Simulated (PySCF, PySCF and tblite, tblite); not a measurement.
# C₅H₉NOSi: a path driven as rotation about a bond, and NMR exchange, part 2 of 2

PySCF and tblite. Atoms count from 0. The steps go on from the part before.

## 9. Shieldings, end: PBE0/pcSseg-1

What the job is given:

```
{"job": {"kind": "nmr", "xc": "PBE0", "basis": "pcSseg-1", "pop": false}, "charge": 0, "multiplicity": 1}
C      2.859663     0.080266    -0.646725
C      1.556950     0.234711     0.057065
C      1.335452     0.746290     1.295313
O      0.006121     0.722312     1.596517
C     -0.620432     0.186413     0.529880
N     -1.981013     0.053817     0.587370
Si    -2.986877    -0.601683    -0.654928
C      0.275850    -0.133381    -0.447012
H      3.043908    -0.968297    -0.876813
H      2.850763     0.632419    -1.585529
H      3.670922     0.452129    -0.026509
H      1.992181     1.145699     2.040688
H     -2.359749     0.383200     1.460743
H     -2.850598     0.194190    -1.877572
H     -2.603856    -1.989597    -0.927210
H     -4.324587    -0.502602    -0.078678
H      0.055901    -0.571670    -1.397645
```

The program printed:

```text
coarse grid: 14784 points
cycle   1  E = -614.7403598339  dE =  1.384e+00  |g| = 5.533e-01  |ddm| = 3.911e+00
cycle   2  E = -614.7159931450  dE =  2.437e-02  |g| = 6.678e-01  |ddm| = 1.052e+00
cycle   3  E = -614.8074048985  dE = -9.141e-02  |g| = 8.087e-02  |ddm| = 5.611e-01
cycle   4  E = -614.8084984931  dE = -1.094e-03  |g| = 3.867e-02  |ddm| = 9.321e-02
cycle   5  E = -614.8088143809  dE = -3.159e-04  |g| = 1.003e-02  |ddm| = 3.886e-02
cycle   6  E = -614.8088342807  dE = -1.990e-05  |g| = 3.574e-03  |ddm| = 1.076e-02
cycle   7  E = -614.8088370449  dE = -2.764e-06  |g| = 7.354e-04  |ddm| = 3.344e-03
final grid: 138520 points
cycle   8  E = -614.8626631656  dE = -2.280e-05  |g| = 1.233e-02  |ddm| = 3.235e-02
cycle   9  E = -614.8626147039  dE =  4.846e-05  |g| = 2.028e-02  |ddm| = 2.326e-02
cycle  10  E = -614.8626912296  dE = -7.653e-05  |g| = 2.226e-03  |ddm| = 1.553e-02
cycle  11  E = -614.8626923948  dE = -1.165e-06  |g| = 3.214e-04  |ddm| = 2.277e-03
cycle  12  E = -614.8626924134  dE = -1.866e-08  |g| = 1.478e-04  |ddm| = 3.910e-04
cycle  13  E = -614.8626924188  dE = -5.413e-09  |g| = 2.199e-05  |ddm| = 1.549e-04
cycle  14  E = -614.8626924189  dE = -7.412e-11  |g| = 1.375e-05  |ddm| = 3.552e-05
converged SCF energy = -614.8626924189

GIAO shielding tensors (ppm)
atom      isotropic    diamagn.    paramagn.     s11        s22        s33       span
  0 C      173.968     243.124     -69.155    162.202    170.449    189.254     27.052
  1 C       56.797     264.304    -207.507    -26.087     46.089    150.390    176.477
  2 C       53.880     251.455    -197.575    -14.032     77.424     98.247    112.280
  3 O       62.933     400.471    -337.538    -37.867     29.793    196.872    234.739
  4 C       24.811     252.366    -227.555    -45.245     32.957     86.720    131.965
  5 N      214.257     327.767    -113.510    160.597    203.649    278.525    117.928
  6 Si     413.963     880.039    -466.076    371.311    401.811    468.767     97.457
  7 C       99.095     257.002    -157.907     40.570    100.017    156.699    116.129
  8 H       29.466      27.860       1.606     24.751     27.676     35.972     11.221
  9 H       29.469      27.822       1.647     24.733     27.714     35.959     11.226
 10 H       29.681      27.053       2.627     24.772     28.494     35.775     11.003
 11 H       24.929      32.034      -7.105     21.960     26.264     26.564      4.604
 12 H       28.443      32.648      -4.204     19.679     28.092     37.559     17.880
 13 H       26.875      29.561      -2.686     23.695     24.922     32.008      8.313
 14 H       26.875      29.590      -2.715     23.688     24.913     32.023      8.335
 15 H       27.131      28.225      -1.094     23.397     25.772     32.224      8.827
 16 H       26.471      36.216      -9.745     22.932     27.080     29.401      6.469
```

Wall time 23 s (1 thread of Arm Neoverse V1, shared host); peak memory 0.86 GiB.

Key values: HOMO -5.40 eV, LUMO 0.40 eV; dipole 0.79 D.

## 10. Kinetics and line shapes

What the job is given:

```
{"job": {"smiles": "Cc1coc(N[SiH3])c1", "charge": 0, "mult": 1, "motion": "rotation", "what": "aryl amine", "atoms": [4, 5], "drives": [{"terms": [["t", [3, 4, 5, 6], 0.25], ["t", [3, 4, 5, 12], 0.25], ["t", [7, 4, 5, 6], 0.25], ["t", [7, 4, 5, 12], 0.25]], "by": 180, "n": 12}], "flip": [4, 5], "study": "path", "level": {"kind": "nmr", "xc": "PBE0", "basis": "pcSseg-1"}, "fields": [60, 100, 300], "first": 2, "seed": 764, "kind": "path"}, "charge": 0, "multiplicity": 1}
C      3.094382    -0.074484    -0.011614
C      1.615800     0.094923    -0.047996
C      0.912128     1.251632    -0.149303
O     -0.428701     1.001930    -0.149445
C     -0.571575    -0.331210    -0.046783
N     -1.852134    -0.808849    -0.025469
Si    -3.221962     0.249347    -0.105867
C      0.644495    -0.947035     0.019272
H      3.397569    -0.558028     0.916145
H      3.424448    -0.701028    -0.839176
H      3.587617     0.891267    -0.082563
H      1.214470     2.275981    -0.225781
H     -1.915181    -1.808818     0.049341
H     -3.202524     1.167865     1.033196
H     -3.196022     0.993370    -1.365461
H     -4.342874    -0.687459    -0.040703
H      0.833066    -1.997375     0.104985
```

The program printed:

```text
stationary points (kcal/mol above the start)
  n  kind          group   xTB      DFT    lowest mode
  0  minimum      Cs       0.00     0.00      58.5
  1  saddle       C1       5.58     2.61     -87.0
  2  minimum      Cs       0.32    -0.00      59.1

GFN2-xTB energies: T/K, barrier G, reaction G (kcal/mol), k forward, k back (1/s)
 150.00     5.55     0.28   5.15e+04   1.32e+05
 200.00     5.65     0.27    5.6e+06    1.1e+07
 250.00     5.77     0.26   9.42e+07   1.59e+08
 298.15     5.90     0.25   5.87e+08   8.97e+08
 350.00     6.06     0.24   2.41e+09   3.42e+09
 400.00     6.22     0.24   6.67e+09   8.98e+09
 500.00     6.57     0.22    2.8e+10    3.5e+10

PBE0/pcSseg-1 + D3(BJ) energies: T/K, barrier G, reaction G (kcal/mol), k forward, k back (1/s)
 150.00     2.57    -0.04   1.11e+09   9.69e+08
 200.00     2.67    -0.05   9.96e+09   8.76e+09
 250.00     2.80    -0.06   3.75e+10   3.32e+10
 298.15     2.93    -0.07   8.88e+10   7.91e+10
 350.00     3.08    -0.08   1.73e+11   1.55e+11
 400.00     3.25    -0.08   2.81e+11   2.53e+11
 500.00     3.60    -0.10   5.59e+11   5.06e+11
```

It took 1.8 min on 1 thread of Arm Neoverse V1, shared host; peak memory 0.9 GiB. This counts the whole study up to here.

Barriers by level (kcal/mol; entropies in cal/(mol K)). Zero-point and thermal terms come from xTB in every row. ΔG‡ leaves symmetry out; the rate counts equivalent paths (a factor of 2); effective ΔG‡, where given, is the barrier that would give that rate by Eyring's equation alone:

```
                 level   ΔE‡  with zero-point   ΔH‡   ΔS‡  ΔG‡ (298 K)  ΔE of reaction  k at 298 K (1/s)  effective ΔG‡
              GFN2-xTB  5.58             5.41  4.85  -3.5         5.90            0.32           5.9e+08           5.49
PBE0/pcSseg-1 + D3(BJ)  2.61             2.44  1.88  -3.5         2.93            0.00           8.9e+10           2.52
```

Sites that the driver pairs across this motion, and where their lines would merge (no couplings; faster rotations or exchange between molecules can average them sooner):

```
nucleus                        sites: shielding (ppm)  proton frequency (MHz)  spread (Hz)  coalescence (K)  lines at 298 K
    17O                      O3: 71.1; O3 (end): 62.9                     300          331               56               –
    13C                      C7: 96.7; C7 (end): 99.1                     300          184               55               –
    15N                    N5: 212.2; N5 (end): 214.3                     300           63               53               –
     1H                  H12: 28.64; H12 (end): 28.44                     300           60               52               –
    13C                      C2: 53.4; C2 (end): 53.9                     300           35               51               –
   29Si                  Si6: 414.4; Si6 (end): 414.0                     300           28               51               –
     1H                  H16: 26.51; H16 (end): 26.47                     300           10               49               –
     1H  H8, H9, H10: 29.57; H8, H9, H10 (end): 29.54                     300           10               49               –
```

Rows that set an atom against itself at the end compare its shielding in the two forms.

Lines of quadrupolar nuclei are broad, so their coalescence could hardly be seen.

## 11. Shieldings, start: HSE06/pcSseg-1

What the job is given:

```
{"job": {"kind": "nmr", "xc": "HSE06", "basis": "pcSseg-1", "pop": false}, "charge": 0, "multiplicity": 1}
C      3.094382    -0.074484    -0.011614
C      1.615800     0.094923    -0.047996
C      0.912128     1.251632    -0.149303
O     -0.428701     1.001930    -0.149445
C     -0.571575    -0.331210    -0.046783
N     -1.852134    -0.808849    -0.025469
Si    -3.221962     0.249347    -0.105867
C      0.644495    -0.947035     0.019272
H      3.397569    -0.558028     0.916145
H      3.424448    -0.701028    -0.839176
H      3.587617     0.891267    -0.082563
H      1.214470     2.275981    -0.225781
H     -1.915181    -1.808818     0.049341
H     -3.202524     1.167865     1.033196
H     -3.196022     0.993370    -1.365461
H     -4.342874    -0.687459    -0.040703
H      0.833066    -1.997375     0.104985
```

The program printed:

```text
coarse grid: 14784 points
cycle   1  E = -614.7741107266  dE =  1.345e+00  |g| = 5.726e-01  |ddm| = 3.948e+00
cycle   2  E = -614.7326501569  dE =  4.146e-02  |g| = 7.298e-01  |ddm| = 1.148e+00
cycle   3  E = -614.8455860018  dE = -1.129e-01  |g| = 9.645e-02  |ddm| = 6.602e-01
cycle   4  E = -614.8471917904  dE = -1.606e-03  |g| = 4.484e-02  |ddm| = 1.152e-01
cycle   5  E = -614.8476263583  dE = -4.346e-04  |g| = 1.272e-02  |ddm| = 4.842e-02
cycle   6  E = -614.8476624696  dE = -3.611e-05  |g| = 4.335e-03  |ddm| = 1.385e-02
cycle   7  E = -614.8476654796  dE = -3.010e-06  |g| = 1.213e-03  |ddm| = 4.498e-03
final grid: 138520 points
cycle   8  E = -614.9061493414  dE = -3.829e-05  |g| = 8.529e-03  |ddm| = 3.879e-02
cycle   9  E = -614.9061269390  dE =  2.240e-05  |g| = 1.347e-02  |ddm| = 1.743e-02
cycle  10  E = -614.9061627925  dE = -3.585e-05  |g| = 2.357e-03  |ddm| = 1.172e-02
cycle  11  E = -614.9061640892  dE = -1.297e-06  |g| = 4.101e-04  |ddm| = 2.346e-03
cycle  12  E = -614.9061641187  dE = -2.953e-08  |g| = 1.655e-04  |ddm| = 4.677e-04
cycle  13  E = -614.9061641253  dE = -6.585e-09  |g| = 3.295e-05  |ddm| = 1.825e-04
cycle  14  E = -614.9061641255  dE = -1.737e-10  |g| = 1.990e-05  |ddm| = 4.529e-05
converged SCF energy = -614.9061641255

GIAO shielding tensors (ppm)
atom      isotropic    diamagn.    paramagn.     s11        s22        s33       span
  0 C      173.386     242.999     -69.613    161.452    170.014    188.691     27.239
  1 C       55.773     266.149    -210.375    -28.798     45.221    150.897    179.695
  2 C       52.449     250.864    -198.415    -13.360     74.474     96.235    109.595
  3 O       70.006     401.501    -331.495    -31.640     26.543    215.114    246.754
  4 C       23.537     253.048    -229.511    -49.076     32.552     87.136    136.212
  5 N      211.206     326.723    -115.517    154.992    199.943    278.683    123.691
  6 Si     412.249     879.633    -467.384    370.964    408.791    456.992     86.028
  7 C       95.827     253.994    -158.167     37.937    101.291    148.254    110.317
  8 H       29.517      27.445       2.072     24.824     27.643     36.084     11.260
  9 H       29.519      27.300       2.219     24.820     27.650     36.086     11.265
 10 H       29.685      27.330       2.355     24.814     28.593     35.648     10.834
 11 H       24.911      32.630      -7.719     21.953     26.005     26.775      4.822
 12 H       28.653      34.247      -5.595     20.014     28.469     37.474     17.460
 13 H       26.791      29.071      -2.280     23.428     24.950     31.995      8.566
 14 H       26.785      28.976      -2.191     23.419     24.930     32.007      8.587
 15 H       27.218      28.141      -0.922     23.690     25.761     32.204      8.515
 16 H       26.519      35.240      -8.721     23.275     27.426     28.857      5.582
```

It took 50 s on 1 thread of Arm Neoverse V1, shared host; peak memory 1 GiB.

In short: HOMO -4.98 eV, LUMO 0.15 eV; dipole 1.20 D.

## 12. Single-point energy, saddle of leg 1: HSE06/pcSseg-1

What the job is given:

```
{"job": {"kind": "sp", "xc": "HSE06", "basis": "pcSseg-1", "pop": false}, "charge": 0, "multiplicity": 1}
C      3.019606    -0.056283    -0.329906
C      1.596572     0.123415     0.067984
C      1.017874     1.216151     0.634124
O     -0.298857     1.009807     0.854003
C     -0.575455    -0.247422     0.422599
N     -1.879690    -0.719955     0.495423
Si    -3.125715     0.007201    -0.467597
C      0.549640    -0.831638    -0.070725
H      3.461278    -0.892948     0.209755
H      3.090382    -0.270169    -1.395404
H      3.589845     0.842983    -0.112490
H      1.417966     2.168051     0.921985
H     -2.135437    -1.013114     1.428459
H     -3.415296     1.411511    -0.153098
H     -2.649877    -0.101038    -1.844613
H     -4.288043    -0.829493    -0.179237
H      0.625206    -1.817057    -0.481262
```

The program printed:

```text
coarse grid: 14784 points
cycle   1  E = -614.7708523750  dE =  1.310e+00  |g| = 5.727e-01  |ddm| = 3.896e+00
cycle   2  E = -614.7311918199  dE =  3.966e-02  |g| = 7.315e-01  |ddm| = 1.086e+00
cycle   3  E = -614.8416614731  dE = -1.105e-01  |g| = 8.204e-02  |ddm| = 6.191e-01
cycle   4  E = -614.8428014621  dE = -1.140e-03  |g| = 3.815e-02  |ddm| = 9.758e-02
cycle   5  E = -614.8431146977  dE = -3.132e-04  |g| = 1.213e-02  |ddm| = 4.344e-02
cycle   6  E = -614.8431448402  dE = -3.014e-05  |g| = 4.723e-03  |ddm| = 1.425e-02
cycle   7  E = -614.8431495590  dE = -4.719e-06  |g| = 1.239e-03  |ddm| = 4.582e-03
final grid: 138520 points
cycle   8  E = -614.9019712112  dE = -3.489e-05  |g| = 8.776e-03  |ddm| = 3.682e-02
cycle   9  E = -614.9019440766  dE =  2.713e-05  |g| = 1.435e-02  |ddm| = 1.764e-02
cycle  10  E = -614.9019855565  dE = -4.148e-05  |g| = 2.433e-03  |ddm| = 1.240e-02
cycle  11  E = -614.9019868595  dE = -1.303e-06  |g| = 4.374e-04  |ddm| = 2.437e-03
cycle  12  E = -614.9019868943  dE = -3.475e-08  |g| = 1.638e-04  |ddm| = 4.976e-04
cycle  13  E = -614.9019869007  dE = -6.427e-09  |g| = 3.555e-05  |ddm| = 1.793e-04
cycle  14  E = -614.9019869009  dE = -1.960e-10  |g| = 2.151e-05  |ddm| = 4.740e-05
converged SCF energy = -614.9019869009
```

Wall time 30 s (1 thread of Arm Neoverse V1, shared host); peak memory 0.66 GiB.

This run: HOMO -5.88 eV, LUMO 0.05 eV; dipole 0.64 D.

## 13. Shieldings, end: HSE06/pcSseg-1

What the job is given:

```
{"job": {"kind": "nmr", "xc": "HSE06", "basis": "pcSseg-1", "pop": false}, "charge": 0, "multiplicity": 1}
C      2.859663     0.080266    -0.646725
C      1.556950     0.234711     0.057065
C      1.335452     0.746290     1.295313
O      0.006121     0.722312     1.596517
C     -0.620432     0.186413     0.529880
N     -1.981013     0.053817     0.587370
Si    -2.986877    -0.601683    -0.654928
C      0.275850    -0.133381    -0.447012
H      3.043908    -0.968297    -0.876813
H      2.850763     0.632419    -1.585529
H      3.670922     0.452129    -0.026509
H      1.992181     1.145699     2.040688
H     -2.359749     0.383200     1.460743
H     -2.850598     0.194190    -1.877572
H     -2.603856    -1.989597    -0.927210
H     -4.324587    -0.502602    -0.078678
H      0.055901    -0.571670    -1.397645
```

The program printed:

```text
coarse grid: 14784 points
cycle   1  E = -614.7731513065  dE =  1.336e+00  |g| = 5.763e-01  |ddm| = 3.925e+00
cycle   2  E = -614.7304701925  dE =  4.268e-02  |g| = 7.365e-01  |ddm| = 1.177e+00
cycle   3  E = -614.8454310044  dE = -1.150e-01  |g| = 9.528e-02  |ddm| = 6.842e-01
cycle   4  E = -614.8470045624  dE = -1.574e-03  |g| = 4.566e-02  |ddm| = 1.177e-01
cycle   5  E = -614.8474607925  dE = -4.562e-04  |g| = 1.284e-02  |ddm| = 4.886e-02
cycle   6  E = -614.8474946967  dE = -3.390e-05  |g| = 4.421e-03  |ddm| = 1.391e-02
cycle   7  E = -614.8474979360  dE = -3.239e-06  |g| = 1.363e-03  |ddm| = 4.604e-03
final grid: 138520 points
cycle   8  E = -614.9060440498  dE = -3.636e-05  |g| = 8.697e-03  |ddm| = 3.659e-02
cycle   9  E = -614.9060178633  dE =  2.619e-05  |g| = 1.419e-02  |ddm| = 1.835e-02
cycle  10  E = -614.9060583876  dE = -4.052e-05  |g| = 2.349e-03  |ddm| = 1.252e-02
cycle  11  E = -614.9060596030  dE = -1.215e-06  |g| = 4.083e-04  |ddm| = 2.430e-03
cycle  12  E = -614.9060596181  dE = -1.510e-08  |g| = 1.664e-04  |ddm| = 4.818e-04
cycle  13  E = -614.9060596393  dE = -2.116e-08  |g| = 3.396e-05  |ddm| = 1.772e-04
cycle  14  E = -614.9060596249  dE =  1.440e-08  |g| = 2.034e-05  |ddm| = 4.681e-05
cycle  15  E = -614.9060596250  dE = -1.005e-10  |g| = 2.372e-06  |ddm| = 1.858e-05
converged SCF energy = -614.9060596250

GIAO shielding tensors (ppm)
atom      isotropic    diamagn.    paramagn.     s11        s22        s33       span
  0 C      173.285     243.194     -69.909    161.470    169.780    188.604     27.134
  1 C       55.820     264.124    -208.304    -27.148     44.985    149.622    176.770
  2 C       52.928     251.628    -198.700    -15.062     76.455     97.391    112.453
  3 O       61.683     400.626    -338.943    -39.077     28.567    195.558    234.634
  4 C       23.733     252.526    -228.793    -46.461     31.741     85.920    132.381
  5 N      213.318     327.646    -114.328    159.342    202.774    277.839    118.497
  6 Si     411.823     879.998    -468.175    369.190    399.773    466.505     97.315
  7 C       98.332     257.121    -158.789     39.611     99.285    156.101    116.489
  8 H       29.466      27.891       1.575     24.767     27.684     35.948     11.181
  9 H       29.469      27.852       1.617     24.749     27.722     35.934     11.186
 10 H       29.686      27.042       2.643     24.799     28.509     35.750     10.951
 11 H       24.944      32.042      -7.098     21.989     26.280     26.563      4.574
 12 H       28.449      32.610      -4.161     19.712     28.127     37.508     17.796
 13 H       26.878      29.578      -2.700     23.702     24.921     32.010      8.308
 14 H       26.877      29.607      -2.729     23.695     24.912     32.025      8.331
 15 H       27.143      28.228      -1.085     23.413     25.785     32.231      8.818
 16 H       26.484      36.223      -9.739     22.968     27.065     29.419      6.451
```

Wall time 53 s (1 thread of Arm Neoverse V1, shared host); peak memory 1 GiB.

In short: HOMO -5.01 eV, LUMO 0.01 eV; dipole 0.80 D.

## 14. Second level: HSE06/pcSseg-1 + D3(BJ)

What the job is given:

```
{"job": {"smiles": "Cc1coc(N[SiH3])c1", "charge": 0, "mult": 1, "motion": "rotation", "what": "aryl amine", "atoms": [4, 5], "drives": [{"terms": [["t", [3, 4, 5, 6], 0.25], ["t", [3, 4, 5, 12], 0.25], ["t", [7, 4, 5, 6], 0.25], ["t", [7, 4, 5, 12], 0.25]], "by": 180, "n": 12}], "flip": [4, 5], "study": "path", "level": {"kind": "nmr", "xc": "HSE06", "basis": "pcSseg-1", "wide": true}, "fields": [60, 100, 300], "first": 2, "seed": 764, "kind": "pathvar"}, "charge": 0, "multiplicity": 1}
C      3.094382    -0.074484    -0.011614
C      1.615800     0.094923    -0.047996
C      0.912128     1.251632    -0.149303
O     -0.428701     1.001930    -0.149445
C     -0.571575    -0.331210    -0.046783
N     -1.852134    -0.808849    -0.025469
Si    -3.221962     0.249347    -0.105867
C      0.644495    -0.947035     0.019272
H      3.397569    -0.558028     0.916145
H      3.424448    -0.701028    -0.839176
H      3.587617     0.891267    -0.082563
H      1.214470     2.275981    -0.225781
H     -1.915181    -1.808818     0.049341
H     -3.202524     1.167865     1.033196
H     -3.196022     0.993370    -1.365461
H     -4.342874    -0.687459    -0.040703
H      0.833066    -1.997375     0.104985
```

The program printed:

```text
stationary points (kcal/mol above the start)
  n  kind          group   xTB      DFT    lowest mode
  0  minimum      Cs       0.00     0.00      58.5
  1  saddle       C1       5.58     2.61     -87.0
  2  minimum      Cs       0.32     0.02      59.1

GFN2-xTB energies: T/K, barrier G, reaction G (kcal/mol), k forward, k back (1/s)
 150.00     5.55     0.28   5.15e+04   1.32e+05
 200.00     5.65     0.27    5.6e+06    1.1e+07
 250.00     5.77     0.26   9.42e+07   1.59e+08
 298.15     5.90     0.25   5.87e+08   8.97e+08
 350.00     6.06     0.24   2.41e+09   3.42e+09
 400.00     6.22     0.24   6.67e+09   8.98e+09
 500.00     6.57     0.22    2.8e+10    3.5e+10

PBE0/pcSseg-1 + D3(BJ) energies: T/K, barrier G, reaction G (kcal/mol), k forward, k back (1/s)
 150.00     2.57    -0.04   1.11e+09   9.69e+08
 200.00     2.67    -0.05   9.96e+09   8.76e+09
 250.00     2.80    -0.06   3.75e+10   3.32e+10
 298.15     2.93    -0.07   8.88e+10   7.91e+10
 350.00     3.08    -0.08   1.73e+11   1.55e+11
 400.00     3.25    -0.08   2.81e+11   2.53e+11
 500.00     3.60    -0.10   5.59e+11   5.06e+11

HSE06/pcSseg-1 + D3(BJ) energies: T/K, barrier G, reaction G (kcal/mol), k forward, k back (1/s)
 150.00     2.57    -0.02   1.12e+09   1.06e+09
 200.00     2.67    -0.03   1.01e+10   9.35e+09
 250.00     2.79    -0.04   3.78e+10    3.5e+10
 298.15     2.92    -0.05   8.94e+10   8.26e+10
 350.00     3.08    -0.06   1.74e+11   1.61e+11
 400.00     3.24    -0.06   2.83e+11   2.61e+11
 500.00     3.59    -0.08   5.61e+11    5.2e+11
```

It took 4 min on 1 thread of Arm Neoverse V1, shared host; peak memory 1 GiB. This counts the runs that the step sums up.

Barriers by level (kcal/mol; entropies in cal/(mol K)). Zero-point and thermal terms come from xTB in every row. ΔG‡ leaves symmetry out; the rate counts equivalent paths (a factor of 2); effective ΔG‡, where given, is the barrier that would give that rate by Eyring's equation alone:

```
                  level   ΔE‡  with zero-point   ΔH‡   ΔS‡  ΔG‡ (298 K)  ΔE of reaction  k at 298 K (1/s)  effective ΔG‡
               GFN2-xTB  5.58             5.41  4.85  -3.5         5.90            0.32           5.9e+08           5.49
 PBE0/pcSseg-1 + D3(BJ)  2.61             2.44  1.88  -3.5         2.93            0.00           8.9e+10           2.52
HSE06/pcSseg-1 + D3(BJ)  2.61             2.43  1.87  -3.5         2.92            0.02           8.9e+10           2.51
```

## 15. Results

What follows sums up all 2 parts.

| quantity | value |
| --- | --- |
| barrier (PBE0/pcSseg-1 + D3(BJ)) | ΔE‡ 2.6, ΔG‡(298 K) 2.9 kcal/mol |
| barrier (GFN2-xTB) | ΔE‡ 5.6 kcal/mol |
| rate at 298 K | 8.9e+10 s⁻¹ |
| end of the path | 0.0 kcal/mol from the start |

**Reading.** The barrier is 2.6 kcal/mol at the DFT level (xTB: 5.6); with thermal terms and the count of paths the DFT value gives a rate of 8.9e+10 s⁻¹ at 298 K. An error of 1.4 kcal/mol changes that rate tenfold.
